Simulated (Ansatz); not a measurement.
KMg6Si:

```
K Si Mg
1.0
     4.63742    0.00000    0.00000
     0.00000    3.14926    7.09154
     0.00000   -3.14926    7.09154
K Si Mg
1 1 6
Direct
  0.00000 0.78771 0.78771
  0.50000 0.61251 0.61251
  0.50000 0.19274 0.19274
  0.50000 0.69834 0.19378
  0.50000 0.19378 0.69834
  0.00000 0.36040 0.36040
  0.00000 0.83027 0.32424
  0.00000 0.32424 0.83027
```

The cell comes from a database or a generator and needn't be the stable form of this composition.

| Property | Result |
| --- | --- |
| Program | Ansatz 0.2.0 |
| Task | single point |
| Functional | PBE |
| Potentials or basis | Ansatz PAW |
| Cutoff | 420 eV (not typed: the program's choice for these potentials) |
| k mesh | 6 × 5 × 5 |
| Occupations | fermi-dirac, width 0.05 eV |
| Spin | no spin polarisation |

On this cell: pressure 0.0 GPa; largest force 0.088 eV/Å; band gap on the k mesh none (metal or under the smearing width).

The same run follows on a disturbed copy (atoms moved at random, drawn with an rms of 0.05 Å):

```
CELL_PARAMETERS angstrom
4.63742 0.00000 0.00000
0.00000 3.14926 7.09154
0.00000 -3.14926 7.09154
ATOMIC_POSITIONS crystal
K 0.01213 0.78711 0.78175
Si 0.49904 0.61116 0.61846
Mg 0.50893 0.20336 0.18446
Mg 0.50558 0.69376 0.19664
Mg 0.50445 0.18872 0.69819
Mg 0.00445 0.35522 0.36309
Mg 0.00236 0.82808 0.32648
Mg 0.99852 0.32626 0.82538
```

What changes?

The energy (extrapolated to zero smearing) moves by +2.1 meV/atom; pressure 0.0 GPa; largest force 0.245 eV/Å; band gap on the k mesh none (metal or under the smearing width).

Forces on the atoms (eV/Å):
```
K   -0.068 -0.093  0.168
Si   0.079 -0.005 -0.232
Mg  -0.060 -0.009  0.054
Mg  -0.019  0.012 -0.009
Mg  -0.032 -0.011  0.066
Mg   0.009  0.093 -0.017
Mg   0.016  0.114 -0.003
Mg   0.074 -0.100 -0.026
```

Stress tensor (GPa, compression positive):
```
 0.11 -0.01  0.06
-0.01 -0.38  0.11
 0.06  0.11  0.15
```
